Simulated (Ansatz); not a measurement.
**One shape, several levels: triplet Si2NH6Cl**

We compute a comparison of 6 runs (UHF/3-21G, UB2PLYP/6-31G*, UB3LYP/6-31G*, UHSE06/6-31G*, RPA@PBE/6-31G*, UMP2/6-31G*) of triplet Si2NH6Cl. 

Program for the calculation: Ansatz 0.2.0.

68 further runs of the same task are left out: 2 that didn't finish, 66 set aside as unsound or not needed.

### 1 The structure to begin with

Si2NH6Cl has 10 atoms, charge 0, and is taken as a triplet. As SMILES of the parent species, `N[SiH]([SiH3])Cl`. Geometry: relaxed at PBE0-D4/def2-TZVP. This is one conformer, not always the lowest. That shape belongs to the parent species and isn't relaxed for this state.

Bond lengths: N1–Si2 1.706 Å, Si2–Si3 2.336 Å, Si2–Cl4 2.083 Å, N1–H5 1.008 Å, N1–H6 1.008 Å, Si2–H7 1.482 Å, Si3–H8 1.486 Å, Si3–H9 1.489 Å, Si3–H10 1.488 Å. Some angles: N1–Si2–Si3 109.4°, N1–Si2–Cl4 114.5°, Si3–Si2–Cl4 106.1°, N1–Si2–H7 107.1°, Si3–Si2–H7 114.7°, Cl4–Si2–H7 105.1°, Si2–N1–H5 120.5°, Si2–N1–H6 120.3°, Si2–Si3–H8 110.2°, Si2–Si3–H9 108.8°.

### 2 A single-point energy at UHF/3-21G (run 1)

The input, molecule.yaml:

```yaml
crystal:
  periodic: [false, false, false]
  atoms:
    - {symbol: "N", position_ang: [-0.500400, 1.640400, -0.476600]}
    - {symbol: Si, position_ang: [-0.088700, 0.024400, -0.834700]}
    - {symbol: Si, position_ang: [0.678000, -1.030800, 1.103600]}
    - {symbol: Cl, position_ang: [-1.669600, -1.135800, -1.538400]}
    - {symbol: H, position_ang: [-1.066800, 1.857300, 0.327900]}
    - {symbol: H, position_ang: [-0.657600, 2.302300, -1.220500]}
    - {symbol: H, position_ang: [0.889100, 0.060000, -1.948200]}
    - {symbol: H, position_ang: [0.872200, -2.482600, 0.855100]}
    - {symbol: H, position_ang: [-0.336100, -0.853800, 2.179500]}
    - {symbol: H, position_ang: [1.962900, -0.432600, 1.555400]}
basis:
  gaussian:
    orbitals: 3-21G.json
magnetization:
  spin_polarized: true
  initial_magnetization: 2
accuracy: high
output:
  orbitals: {seedname: orbitals}
hamiltonian:
  xc: hf
```

The basis set 3-21G is read from a file made from the Basis Set Exchange's data (not shown).

Command:

```
$ ansatz run molecule.yaml --threads 1 --pin off --max-ram 3480MiB --events-out events.jsonl --progress --plain --runs-dir runs
```

What it wrote:

```text
Warning: RAYON_NUM_THREADS=1 ignored (pool sized by the plan → 1); use --threads N
Functional definition: HF
  name "HF"
  exchange = exact_x
  correlation = 0
1410 factors; integrals over basis functions are off by at most 5.0e-9 eV
mean field evaluation 1: about -29643.2321 eV, gradient 2.1e1 eV
mean field evaluation 2: about -29643.6917 eV, gradient 2.2e1 eV
mean field evaluation 4: about -29646.4703 eV, gradient 2.4e0 eV
mean field evaluation 8: about -29646.6943 eV, gradient 4.4e-1 eV
mean field evaluation 16: about -29646.7441 eV, gradient 9.6e-2 eV
mean field evaluation 32: about -29647.1222 eV, gradient 5.0e-4 eV
mean field evaluation 64: about -29646.4249 eV, gradient 3.7e0 eV
mean field evaluation 96: about -29646.8025 eV, gradient 3.1e-1 eV
mean field evaluation 128: about -29644.4306 eV, gradient 1.0e1 eV
mean field evaluation 160: about -29647.8352 eV, gradient 8.5e-8 eV
mean field evaluation 192: about -29646.6079 eV, gradient 2.0e0 eV
mean field evaluation 224: about -29646.1735 eV, gradient 1.1e0 eV
mean field evaluation 256: about -29647.8253 eV, gradient 4.3e-1 eV
mean field evaluation 288: about -29646.4759 eV, gradient 1.6e0 eV
mean field evaluation 320: about -29641.6295 eV, gradient 1.6e1 eV
mean field evaluation 352: about -29647.6825 eV, gradient 4.9e-1 eV
mean field evaluation 384: about -29647.3053 eV, gradient 2.1e0 eV
mean field evaluation 416: about -29646.8601 eV, gradient 9.2e-1 eV
mean field evaluation 448: about -29646.8369 eV, gradient 3.6e0 eV
mean field -29647.83517521 eV, -1089.5378466646 hartree, gradient 4.3e-8 eV, S^2 2.013400; 6 other end points of the search recorded, 0 dependent functions left out
reference -29647.83517521 eV, -1089.5378466646 hartree; 30, 28 occupied and 30, 32 virtual orbitals, 1410 factors
Total energy: -29647.83517521 eV, -1089.5378466646 hartree
```

Run time: 13 s. Hardware: 1 thread of Arm Neoverse V1, shared host; peak memory 0.27 GiB.

### 3 A single-point energy at UB2PLYP/6-31G(d) (spherical functions) (run 2)

Edit molecule.yaml of step 2 so:

```diff
@@ -3,3 +3,3 @@
   atoms:
-    - {symbol: "N", position_ang: [-0.500400, 1.640400, -0.476600]}
+    - {symbol: N, position_ang: [-0.500400, 1.640400, -0.476600]}
     - {symbol: Si, position_ang: [-0.088700, 0.024400, -0.834700]}
@@ -15,3 +15,4 @@
   gaussian:
-    orbitals: 3-21G.json
+    orbitals: 6-31G_st_-spherical.json
+total_charge: 0
 magnetization:
@@ -19,2 +20,6 @@
   initial_magnetization: 2
+hamiltonian:
+  xc: {name: B2PLYP}
+correlation:
+  frozen_orbitals: {Cl: 5, H: 0, "N": 1, Si: 5}
 accuracy: high
@@ -22,3 +27 @@
   orbitals: {seedname: orbitals}
-hamiltonian:
-  xc: hf
```

The basis set 6-31G* is read from a file made from the Basis Set Exchange's data (not shown).

Command:

```
$ ansatz run molecule.yaml --threads 1 --pin off --max-ram 3480MiB --events-out events.jsonl --progress --plain --runs-dir runs
```

What it wrote, cut to the lines that bear on the results:

```text
Warning: RAYON_NUM_THREADS=1 ignored (pool sized by the plan → 1); use --threads N
Functional definition: B2PLYP
  name "B2PLYP"
[...]
1819 factors; integrals over basis functions are off by at most 3.5e-9 eV
[...]
mean field -29842.20971827 eV, -1096.6809793701 hartree, gradient 3.2e-8 eV, S^2 2.008639; 10 other end points of the search recorded, 0 dependent functions left out
16 core orbitals not correlated: weight in the atoms' cores, before any rotation towards them, 1.000 or more for the frozen orbitals, at most 0.000 for the correlated occupied ones
reference -29842.20974841 eV, -1096.6809804777 hartree; 14, 12 occupied and 50, 52 virtual orbitals, 1819 factors
second order -14.50259664 eV of doubles, -0.00000000 eV of singles
Total energy: -29846.12544950 eV, -1096.8248798387 hartree
```

Wall time 76 s (1 thread of Arm Neoverse V1, shared host); peak memory 0.46 GiB.

Runs 3 to 5 aren't shown in full; the table further down has their settings and results.

### 4 The energy at UMP2/6-31G(d) (spherical functions) (run 6)

The input, job.yaml:

```yaml
basis:
  gaussian:
    orbitals: 6-31G_st_-spherical.json
crystal:
  periodic: [false, false, false]
  atoms:
    - {symbol: N, position_ang: [-0.500400, 1.640400, -0.476600]}
    - {symbol: Si, position_ang: [-0.088700, 0.024400, -0.834700]}
    - {symbol: Si, position_ang: [0.678000, -1.030800, 1.103600]}
    - {symbol: Cl, position_ang: [-1.669600, -1.135800, -1.538400]}
    - {symbol: H, position_ang: [-1.066800, 1.857300, 0.327900]}
    - {symbol: H, position_ang: [-0.657600, 2.302300, -1.220500]}
    - {symbol: H, position_ang: [0.889100, 0.060000, -1.948200]}
    - {symbol: H, position_ang: [0.872200, -2.482600, 0.855100]}
    - {symbol: H, position_ang: [-0.336100, -0.853800, 2.179500]}
    - {symbol: H, position_ang: [1.962900, -0.432600, 1.555400]}
magnetization:
  spin_polarized: true
  initial_magnetization: 2
accuracy: high
correlation:
  method: mp2
  frozen_orbitals: {Cl: 5, H: 0, "N": 1, Si: 5}
```

The basis set 6-31G* is read from a file made from the Basis Set Exchange's data (not shown).

Command:

```
$ ansatz run job.yaml --threads 1 --pin off --max-ram 3480MiB --events-out events.jsonl --progress --plain --runs-dir runs
```

What it wrote, cut to the lines that bear on the results:

```text
Warning: RAYON_NUM_THREADS=1 ignored (pool sized by the plan → 1); use --threads N
Functional definition: HF
  name "HF"
[...]
1819 factors; integrals over basis functions are off by at most 3.5e-9 eV
[...]
mean field -29798.87550836 eV, -1095.0884765289 hartree, gradient 2.4e-8 eV, S^2 2.012170; 17 other end points of the search recorded, 0 dependent functions left out
16 core orbitals not correlated: weight in the atoms' cores, before any rotation towards them, 1.000 or more for the frozen orbitals, at most 0.000 for the correlated occupied ones
reference -29798.87550836 eV, -1095.0884765289 hartree; 14, 12 occupied and 50, 52 virtual orbitals, 1819 factors
second order -11.55105041 eV of doubles, -0.00000000 eV of singles
Total energy: -29810.42655877 eV, -1095.5129698018 hartree
```

Wall time 22 s (1 thread of Arm Neoverse V1, shared host); peak memory 0.43 GiB.

### 5 Overview of the runs

| run | level | frozen core orbitals | energy (Eh) | HOMO energy (eV) | ⟨S²⟩ | wall time |
| --- | --- | --- | --- | --- | --- | --- |
| 1 | UHF/3-21G | – | -1089.537847 | -3.03 | 2.013 | 13 s |
| 2 | UB2PLYP/6-31G* (spherical functions) | 16 | -1096.824880 | -2.35 | 2.009 | 76 s |
| 3 | UB3LYP/6-31G* (spherical functions) | – | -1097.382193 | -1.66 | 2.006 | 54 s |
| 4 | UHSE06/6-31G* (spherical functions) | – | -1096.841803 | -1.55 | 2.006 | 54 s |
| 5 | RPA@PBE/6-31G* (spherical functions) | 16 | -1095.832691 | – | 2.003 | 63 s |
| 6 | UMP2/6-31G* (spherical functions) | 16 | -1095.512970 | – | 2.012 | 22 s |

### 6 Outcome

```
                                           quantity           value
                                run 6: total energy  -1095.51297 Eh
run 6: correlation energy (16 core orbitals frozen)      -424.5 mEh
           run 6: ⟨S²⟩ of the reference determinant           2.012
```

Totals of different functionals can't be ranked against each other. All runs together took 4.7 min, the longest 76 s.
